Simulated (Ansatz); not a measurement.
Runs of Ansatz 0.2.0 on In3Se. The structure is cubic, space group Pm-3m (No. 221). The conventional cell has a = 4.804 Å, b = 4.804 Å, c = 4.804 Å, α = 90.00°, β = 90.00°, γ = 90.00°. Around In (site symmetry 4/mmm) lie 8 In at 3.40 Å and 4 Se at 3.40 Å. Se (site symmetry m-3m) has 12 In at 3.40 Å as nearest neighbours. The cell comes from a database or a generator and needn't be the stable form of this composition.

```tsv
task	level	cell	k mesh	cutoff (eV)	points for each segment of the path	mesh quality	gap on the mesh (eV)	pressure (GPa)	relaxed volume (Å³/atom)
projected density of states	PBEsol	as given	3 × 3 × 3	420	-	coarse	none	-2.6	-
projected density of states	PBE	as given	3 × 3 × 3	420	-	coarse	none	(b)	-
single point	PBE0	as given	4 × 4 × 4	420	-	not flagged	none	-	-
projected density of states	HSE06	as given	3 × 3 × 3	420	-	coarse	none	-	-
band structure	LDA	as given	6 × 6 × 6	420	14	not flagged	none	-4.3	-
relaxation of cell and atoms	HSE06	relaxed	4 × 4 × 4	420	-	not flagged	none	-	27.02
projected density of states	BLYP	as given	3 × 3 × 3	420	-	coarse	none	(c)	-
projected density of states	r2SCAN	as given	3 × 3 × 3	500	-	coarse	none	-0.9	-
relaxation of cell and atoms	PBEsol+D4	relaxed	6 × 6 × 6	420	-	not flagged	none	0.0	(a)
band structure	PBE	as given	6 × 6 × 6	420	14	not flagged	none	-0.3	-
band structure	r2SCAN	as given	6 × 6 × 6	500	14	not flagged	none	-1.2	-
```

Alike in all rows: potentials or basis Ansatz PAW; no spin polarisation; smearing fermi-dirac 0.05 eV.

Task: Estimate the missing entries.

Result: (a) 24.73; (b) 0.1; (c) 3.9.

Caveats: some runs use coarse meshes; the PAW data sets come from PBE, with cores solved anew for the run's functional, which leaves a small shift of forces and pressure (some runs); the density of states is complete only up to the lowest level of the last band computed (some runs); the plane-wave basis is chosen anew once the cell has moved, so the energies of steps on either side of that aren't comparable (some runs); the potentials were made for another functional, which shifts forces and pressure (some runs); pairwise dispersion overbinds metals, which lowers pressure and volume (some runs).

A k mesh can miss the band edges, and the runs leave out spin-orbit coupling on In, Se.

A gap of «none» marks a metal or a gap under the smearing width.

Not every run made on this cell is shown here.
